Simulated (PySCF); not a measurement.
# C₅H₈Si: NMR shifts at several levels of theory, part 2 of 2

PySCF 2.14.0. Atoms count from 0. Earlier steps stand in the parts before.

## 8. NMR shieldings: PBE0/aug-cc-pVDZ

What the job is given:

```
{"job": {"kind": "nmr", "xc": "PBE0", "basis": "aug-cc-pVDZ", "pop": true}, "charge": 0, "multiplicity": 1}
C      2.470115    -0.733640     0.788867
C      0.986027    -0.597099     0.816703
C      0.119646    -1.561009     1.203736
C     -1.322291    -1.240956     1.174003
C     -1.679543    -0.004717     0.763413
Si    -0.088013     0.885766     0.355379
H      2.950451    -0.014245     1.473644
H      2.876080    -0.521206    -0.214209
H      2.793487    -1.745717     1.079747
H      0.450855    -2.553635     1.533953
H     -2.047792    -2.002858     1.482240
H     -2.720403     0.319269     0.710860
H      0.044294     1.282474    -1.081646
H      0.180487     2.095608     1.194492
```

With the program's defaults for keys left out, this is: GIAO PBE0/aug-cc-pVDZ NMR shielding, non-relativistic, gas phase.

Log:

```text
coarse grid: 12016 points
cycle   1  E = -484.4021364213  dE =  6.535e-01  |g| = 3.821e-01  |ddm| = 1.439e+01
cycle   2  E = -484.3873137367  dE =  1.482e-02  |g| = 4.440e-01  |ddm| = 3.548e+00
cycle   3  E = -484.4439681317  dE = -5.665e-02  |g| = 4.380e-02  |ddm| = 1.654e+00
cycle   4  E = -484.4442012074  dE = -2.331e-04  |g| = 3.326e-02  |ddm| = 2.215e-01
cycle   5  E = -484.4444779911  dE = -2.768e-04  |g| = 7.974e-03  |ddm| = 9.000e-02
cycle   6  E = -484.4444961406  dE = -1.815e-05  |g| = 1.755e-03  |ddm| = 2.257e-02
cycle   7  E = -484.4444969301  dE = -7.895e-07  |g| = 2.383e-04  |ddm| = 6.420e-03
final grid: 110944 points
cycle   8  E = -484.4569005956  dE = -2.048e-05  |g| = 6.885e-03  |ddm| = 3.044e-01
cycle   9  E = -484.4568947473  dE =  5.848e-06  |g| = 8.195e-03  |ddm| = 6.338e-02
cycle  10  E = -484.4569142995  dE = -1.955e-05  |g| = 9.120e-04  |ddm| = 3.063e-02
cycle  11  E = -484.4569145188  dE = -2.193e-07  |g| = 2.472e-04  |ddm| = 3.112e-03
cycle  12  E = -484.4569145346  dE = -1.581e-08  |g| = 7.020e-05  |ddm| = 8.419e-04
cycle  13  E = -484.4569145359  dE = -1.259e-09  |g| = 1.812e-05  |ddm| = 2.963e-04
cycle  14  E = -484.4569145360  dE = -8.993e-11  |g| = 3.201e-06  |ddm| = 7.917e-05
converged SCF energy = -484.4569145360

GIAO shielding tensors (ppm)
atom      isotropic    diamagn.    paramagn.     s11        s22        s33       span
  0 C      175.320     219.043     -43.723    161.317    169.379    195.263     33.946
  1 C       49.742     207.730    -157.988    -47.760     22.573    174.414    222.174
  2 C       53.275     211.213    -157.938    -47.168     71.404    135.589    182.757
  3 C       45.860     208.806    -162.946    -65.882     53.349    150.111    215.993
  4 C       71.068     238.071    -167.003    -33.168     68.301    178.071    211.238
  5 Si     458.851     895.567    -436.716    379.372    472.107    525.073    145.701
  6 H       29.156      23.394       5.762     25.248     27.690     34.530      9.283
  7 H       29.146      26.073       3.073     25.089     27.908     34.442      9.352
  8 H       29.139      30.618      -1.478     25.408     28.064     33.946      8.538
  9 H       24.303      40.447     -16.144     21.391     23.839     27.679      6.288
 10 H       23.971      38.046     -14.075     21.521     23.036     27.357      5.836
 11 H       25.111      39.267     -14.155     23.941     25.265     26.128      2.188
 12 H       26.812      27.230      -0.419     23.813     24.970     31.651      7.838
 13 H       26.806      25.787       1.019     23.800     24.979     31.638      7.837
```

It took 43 s on 1 thread of Arm Neoverse N1, shared host; peak memory 0.99 GiB.

Key values: δ C3 149.3, C1 145.4, C2 141.8, C4 124.0, H10 7.42, H9 7.09 ppm.

## 9. Shielding tensors: PBE0/IGLO-III

Same as in step 8 but for these lines:

```diff
@@ -1,2 +1,2 @@
-{"job": {"kind": "nmr", "xc": "PBE0", "basis": "aug-cc-pVDZ", "pop": true}, "charge": 0, "multiplicity": 1}
+{"job": {"kind": "nmr", "xc": "PBE0", "basis": "IGLO-III", "pop": true}, "charge": 0, "multiplicity": 1}
 C      2.470115    -0.733640     0.788867
```

With the program's defaults for keys left out, this is: GIAO PBE0/IGLO-III NMR shielding, non-relativistic, gas phase.

Log:

```text
coarse grid: 12016 points
cycle   1  E = -484.4740279145  dE =  5.953e-01  |g| = 4.288e-01  |ddm| = 2.694e+00
cycle   2  E = -484.4577347606  dE =  1.629e-02  |g| = 4.825e-01  |ddm| = 6.187e-01
cycle   3  E = -484.5193359716  dE = -6.160e-02  |g| = 5.574e-02  |ddm| = 3.457e-01
cycle   4  E = -484.5196604671  dE = -3.245e-04  |g| = 4.124e-02  |ddm| = 4.839e-02
cycle   5  E = -484.5200622858  dE = -4.018e-04  |g| = 1.011e-02  |ddm| = 2.471e-02
cycle   6  E = -484.5200879443  dE = -2.566e-05  |g| = 2.683e-03  |ddm| = 6.591e-03
cycle   7  E = -484.5200896759  dE = -1.732e-06  |g| = 3.611e-04  |ddm| = 1.416e-03
final grid: 110944 points
cycle   8  E = -484.5217074959  dE = -7.467e-05  |g| = 7.066e-03  |ddm| = 5.217e-02
cycle   9  E = -484.5217022983  dE =  5.198e-06  |g| = 8.073e-03  |ddm| = 9.740e-03
cycle  10  E = -484.5217197075  dE = -1.741e-05  |g| = 1.022e-03  |ddm| = 5.297e-03
cycle  11  E = -484.5217199071  dE = -1.996e-07  |g| = 5.580e-04  |ddm| = 8.628e-04
cycle  12  E = -484.5217199865  dE = -7.937e-08  |g| = 1.034e-04  |ddm| = 3.594e-04
cycle  13  E = -484.5217199889  dE = -2.430e-09  |g| = 2.816e-05  |ddm| = 7.260e-05
cycle  14  E = -484.5217199891  dE = -1.905e-10  |g| = 2.923e-06  |ddm| = 1.621e-05
converged SCF energy = -484.5217199891

GIAO shielding tensors (ppm)
atom      isotropic    diamagn.    paramagn.     s11        s22        s33       span
  0 C      162.743     247.977     -85.234    147.448    156.820    183.961     36.514
  1 C       28.428     255.870    -227.443    -80.101      1.156    164.227    244.328
  2 C       30.310     253.773    -223.463    -80.565     51.934    119.563    200.128
  3 C       22.450     251.481    -229.030   -100.929     32.199    136.080    237.009
  4 C       50.660     257.725    -207.065    -63.979     49.045    166.913    230.892
  5 Si     392.257     894.339    -502.082    318.877    399.372    458.522    139.645
  6 H       29.156      28.098       1.058     25.215     27.610     34.643      9.428
  7 H       29.151      29.929      -0.778     25.063     27.832     34.557      9.494
  8 H       29.221      27.542       1.678     25.408     28.225     34.030      8.622
  9 H       24.430      30.326      -5.896     21.515     23.911     27.863      6.348
 10 H       24.110      28.907      -4.797     21.703     23.117     27.511      5.808
 11 H       25.195      30.422      -5.227     23.920     25.277     26.388      2.468
 12 H       26.756      31.360      -4.604     23.858     25.059     31.350      7.491
 13 H       26.751      30.035      -3.284     23.845     25.069     31.337      7.492
```

Wall time 67 s (1 thread of Arm Neoverse N1, shared host); peak memory 1.1 GiB.

Key values: δ C3 161.3, C1 155.3, C2 153.5, C4 133.1, H10 7.26, H9 6.94 ppm.

## 10. Shielding tensors: PBE0/pcSseg-0

Same as in step 9 but for these lines:

```diff
@@ -1,2 +1,2 @@
-{"job": {"kind": "nmr", "xc": "PBE0", "basis": "IGLO-III", "pop": true}, "charge": 0, "multiplicity": 1}
+{"job": {"kind": "nmr", "xc": "PBE0", "basis": "pcSseg-0", "pop": true}, "charge": 0, "multiplicity": 1}
 C      2.470115    -0.733640     0.788867
```

Level: GIAO PBE0/pcSseg-0 NMR shielding, non-relativistic, gas phase.

Log:

```text
coarse grid: 12016 points
cycle   1  E = -483.6291806169  dE =  5.653e-01  |g| = 2.967e-01  |ddm| = 3.934e+00
cycle   2  E = -483.6287975515  dE =  3.831e-04  |g| = 3.059e-01  |ddm| = 7.642e-01
cycle   3  E = -483.6542653868  dE = -2.547e-02  |g| = 4.647e-02  |ddm| = 4.340e-01
cycle   4  E = -483.6545763158  dE = -3.109e-04  |g| = 3.151e-02  |ddm| = 8.620e-02
cycle   5  E = -483.6548508651  dE = -2.745e-04  |g| = 2.515e-03  |ddm| = 3.990e-02
cycle   6  E = -483.6548526552  dE = -1.790e-06  |g| = 6.011e-04  |ddm| = 5.677e-03
final grid: 110944 points
cycle   7  E = -483.6656085001  dE = -1.484e-05  |g| = 4.195e-03  |ddm| = 2.151e-02
cycle   8  E = -483.6656081343  dE =  3.658e-07  |g| = 4.344e-03  |ddm| = 1.170e-02
cycle   9  E = -483.6656134251  dE = -5.291e-06  |g| = 3.860e-04  |ddm| = 6.575e-03
cycle  10  E = -483.6656134612  dE = -3.616e-08  |g| = 1.633e-04  |ddm| = 6.647e-04
cycle  11  E = -483.6656134686  dE = -7.397e-09  |g| = 2.904e-05  |ddm| = 2.293e-04
cycle  12  E = -483.6656134689  dE = -2.394e-10  |g| = 8.965e-06  |ddm| = 5.499e-05
converged SCF energy = -483.6656134689

GIAO shielding tensors (ppm)
atom      isotropic    diamagn.    paramagn.     s11        s22        s33       span
  0 C      169.591     241.513     -71.922    153.369    163.689    191.716     38.347
  1 C       43.680     268.774    -225.094    -64.841     21.407    174.474    239.316
  2 C       37.809     259.416    -221.607    -71.585     56.438    128.574    200.159
  3 C       31.575     260.629    -229.054    -89.262     38.175    145.812    235.074
  4 C       57.723     266.904    -209.181    -55.812     53.881    175.101    230.913
  5 Si     402.280     881.976    -479.696    300.180    412.626    494.034    193.853
  6 H       30.563      27.687       2.876     26.038     29.085     36.565     10.527
  7 H       30.575      27.654       2.920     25.970     29.278     36.476     10.506
  8 H       30.414      28.346       2.068     26.211     29.044     35.985      9.774
  9 H       26.251      31.084      -4.833     24.045     25.416     29.293      5.248
 10 H       25.939      29.477      -3.538     24.046     24.990     28.781      4.735
 11 H       26.664      31.544      -4.881     26.328     26.465     27.197      0.870
 12 H       27.794      28.737      -0.943     24.382     25.989     33.010      8.628
 13 H       27.794      29.127      -1.333     24.362     26.006     33.013      8.652
```

It took 8.9 s on 1 thread of Arm Neoverse N1, shared host; peak memory 0.49 GiB.

Key values: δ C3 161.9, C2 155.7, C1 149.8, C4 135.8, H10 6.89, H9 6.58 ppm.

## 11. Side by side: NMR shifts

Shifts (ppm) of some atoms, chosen among heavy atoms and hydrogens apart, with basis size and wall time:

```
               run     C3     C2     C1     C4   H10    H9    Si5  functions   time
       PBE0/6-31G*  144.5  138.3  136.1  118.7  6.88  6.53  -19.3        104   15 s
PBE0/6-311+G(2d,p)  156.1  148.5  149.4  128.2  7.30  6.98  -44.9        218   41 s
     PBE0/def2-SVP  149.4  142.8  142.9  124.2  6.87  6.57  -39.6        128   17 s
    PBE0/def2-TZVP  158.1  150.4  151.5  129.4  7.29  6.97  -45.5        240   50 s
      PBE0/cc-pVDZ  150.1  143.6  144.5  124.6  7.03  6.71  -39.6        128   19 s
      PBE0/cc-pVTZ  156.9  149.4  149.8  128.7  7.26  6.94  -38.4        296   68 s
  PBE0/aug-cc-pVDZ  149.3  141.8  145.4  124.0  7.42  7.09  -42.1        214   43 s
     PBE0/IGLO-III  161.3  153.5  155.3  133.1  7.26  6.94  -46.9        299   67 s
     PBE0/pcSseg-0  161.9  155.7  149.8  135.8  6.89  6.58  -53.8         74  8.9 s
```

## 12. Outcome

This closing draws on all 2 parts.

| quantity | value |
| --- | --- |
| 13C shifts against TMS (PBE0/6-31G*) | 144.5, 138.3, 136.1, 118.7, 20.6 ppm |
| 1H shifts against TMS (PBE0/6-31G*, means over atoms taken as alike) | 6.88, 6.53, 5.76, 4.78, 2.04 ppm |
| 29Si shifts against TMS (PBE0/6-31G*) | -19.3 ppm |
| range of the shift of Si5 | -53.8 to -19.3 ppm |

In words: Single values in the summary come from the first sound run of each kind (PBE0/6-31G*), which need not be the best level. Across the 9 runs the shift of Si5 moves most, between -53.8 (PBE0/pcSseg-0) and -19.3 ppm (PBE0/6-31G*).
